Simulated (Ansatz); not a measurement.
# CoHCl2 (quintet): wave-function methods side by side, def2-SVP

The task here is to estimate one member of a computed series from the others.

Method: def2-SVP, core rule «outside noble gas», up to 19 orbitals frozen; program: Ansatz 0.2.0, Gaussian basis.

To be run: UHF; CCSD(T) on ROHF; CCSD(T) on UHF; CISD as a restricted active space (open shells left free, so some higher excitations enter); CCSDT(Q) on ROHF; CCSDT(Q) on UHF; CASSCF and MRCISD+Q, 20 electrons in 13 orbitals; CASSCF and NEVPT2, 20 electrons in 13 orbitals.

9 further runs of the same task are left out: 2 for a known fault of the program, 2 that didn't finish, 5 set aside as unsound or not needed. Runs told in other sessions of the task aren't counted.

## What is computed

The geometry is a PBE0/def2-TZVP stationary point (not a proven minimum).

4 atoms, charge 0, spin multiplicity 5.

Atoms are counted from 1 here; the program's logs count them from 0.

Bond lengths: Co1–Cl2 2.096 Å, Co1–Cl3 2.096 Å, Co1–H4 1.626 Å. Angles: Cl2–Co1–Cl3 128.9°, Cl2–Co1–H4 115.6°, Cl3–Co1–H4 115.6°.

Geometry (Å):

```xyz
4
Cl2CoH
Co    0.00000   -0.47759    0.00000
Cl    0.00000    0.42685   -1.89082
Cl    0.00000    0.42685    1.89082
H     0.00000   -2.10386    0.00000
```

The first run:

Contents of in.yaml:

```yaml
crystal:
  periodic: [false, false, false]
  atoms:
    - {symbol: Co, position_ang: [0.000000, -0.477587, 0.000000]}
    - {symbol: Cl, position_ang: [0.000000, 0.426851, -1.890817]}
    - {symbol: Cl, position_ang: [0.000000, 0.426851, 1.890817]}
    - {symbol: H, position_ang: [0.000000, -2.103857, 0.000000]}
basis:
  gaussian: {orbitals: def2-SVP}
magnetization: {spin_polarized: true, initial_magnetization: 4}
hamiltonian: {xc: hf}
output: {orbitals: {seedname: orbitals}}
```

On the command line:

```bash
> ansatz run in.yaml --threads 1 --pin off --events-out ev --progress --plain --max-ram 4096MiB --backend cpu
```

Steps of the session up to this table: UHF; CCSD(T) on ROHF; CCSD(T) on UHF; CISD as a restricted active space (open shells left free, so some higher excitations enter); CCSDT(Q) on ROHF; CCSDT(Q) on UHF; CASSCF and MRCISD+Q, 20 electrons in 13 orbitals; CASSCF and NEVPT2, 20 electrons in 13 orbitals.

One of the session's tables, all rows but one given; the rest of the session is left out.

```
          method  from RCCSDT(Q) (kJ/mol)
            ROHF                  +1342.2
             UHF                  +1313.5
            RMP2                   +177.5
            UMP2                   +159.5
            CISD                        ?
           RCCSD                    +55.3
           UCCSD                    +48.3
        RCCSD(T)                    +13.0
        UCCSD(T)                     +7.5
          RCCSDT                     +4.6
          UCCSDT                     -0.6
       RCCSDT(Q)                        0
       UCCSDT(Q)                     -7.3
  CASSCF valence                  +1263.5
  NEVPT2 valence                   +234.4
  MRCISD valence                   +187.0
MRCISD+Q valence                    +51.1
```

**Question.** Estimate the row for CISD.

The run gave: from RCCSDT(Q) (kJ/mol): +235.0. In the column «from RCCSDT(Q) (kJ/mol)» it lies between NEVPT2 valence (+234.4) and CASSCF valence (+1263.5).

To keep in mind: Restricted and unrestricted rows rest on different reference determinants; a gap between their highest levels can come from leftover correlation error, from unlike frozen cores or from another state.
